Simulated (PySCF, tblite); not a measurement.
# C₅H₂F₂O₂: geometry, infrared bands and NMR shifts

What infrared bands and NMR shifts should C₅H₂F₂O₂ (`O=C(F)c1cc(F)co1`) show?

Computed with tblite 0.8.0 and PySCF 2.14.0, with density-fitted response routines of our own, on a single molecule in the gas phase. Atoms count from 0, in the outputs and in this text.

**1. The molecule as given**

11 atoms, charge 0, multiplicity 1; geometry from: force field or distance geometry start.

Bonds of the start (Å): O0–C1 1.25, C1–F2 1.37, C1–C3 1.45, C3–C4 1.35, C4–C5 1.39, C5–F6 1.37, C5–C7 1.39, C7–O8 1.31, O8–C3 1.32, C4–H9 1.09, C7–H10 1.09.

**2. Relaxing the molecule with GFN2-xTB**

Job settings and geometry (Å):

```
{"job": {"kind": "relax", "xc": "GFN2-xTB", "basis": "xTB"}, "charge": 0, "multiplicity": 1}
O      2.557000     1.157700     0.269400
C      2.055000     0.025500     0.071000
F      2.937500    -1.017100    -0.037400
C      0.611700    -0.125500    -0.006600
C     -0.287200     0.870400     0.125300
C     -1.548700     0.303700    -0.018200
F     -2.750400     0.951900     0.030700
C     -1.317100    -1.053300    -0.206900
O     -0.021300    -1.264900    -0.190600
H     -0.103400     1.928600     0.288000
H     -2.127600    -1.774300    -0.350800
```

On the command line:

```bash
OMP_NUM_THREADS=1 python probes_run.py task.json out
```

One launch serves the whole session: the jobs run in the order shown.

**Question.** This job is followed by: GFN2-xTB harmonic vibrations, gas phase; GIAO PBE0/pcSseg-1 NMR shielding, non-relativistic, gas phase. What will the session give for the following? strongest single infrared mode (GFN2-xTB); zero-point energy (GFN2-xTB); ¹³C shifts against TMS (PBE0/pcSseg-1); ¹H shifts against TMS (PBE0/pcSseg-1); ¹⁷O shifts against H2O (PBE0/pcSseg-1); ¹⁹F shifts against CFCl3 (PBE0/pcSseg-1); surface potential, 1st and 99th percentile.

**Answer**, as computed:

```
                                 quantity                                  value
strongest single infrared mode (GFN2-xTB)                  1828 cm⁻¹, 592 km/mol
             zero-point energy (GFN2-xTB)                          38.7 kcal/mol
   ¹³C shifts against TMS (PBE0/pcSseg-1)  164.9, 156.2, 143.2, 139.1, 123.1 ppm
    ¹H shifts against TMS (PBE0/pcSseg-1)                         7.71, 7.69 ppm
   ¹⁷O shifts against H2O (PBE0/pcSseg-1)                       417.8, 285.9 ppm
 ¹⁹F shifts against CFCl3 (PBE0/pcSseg-1)                       20.9, -172.7 ppm
    surface potential, 1st and 99th percentile                     -1.34 V and 1.74 V
```

**Reading.** The optimisation took 23 steps and gained 0.513 eV; among the close pairs (by a distance rule), O0–C1 changed most, from 1.254 to 1.184 Å. All 27 modes are real, so the xTB geometry is a minimum. The strongest single mode, at 1828 cm⁻¹, moves mainly C1 and O0. GFN2-xTB is a fitted tight-binding method: band positions and strengths are rough. Its intensities can rank the bands wrongly. At PBE0/pcSseg-1: The largest span, 553 ppm, is at O0, where the paramagnetic term is -483 ppm. NICS(1)zz of -25 ppm above the planar ring from C3 marks a diatropic (aromatic) ring current. At PBE0/pcSseg-1, counted by nearest atom on the grid, the HOMO lies on C3, C7 about 28 % each; C5 16 %, the LUMO on C1 20 %; C4, C7 about 15 % each.
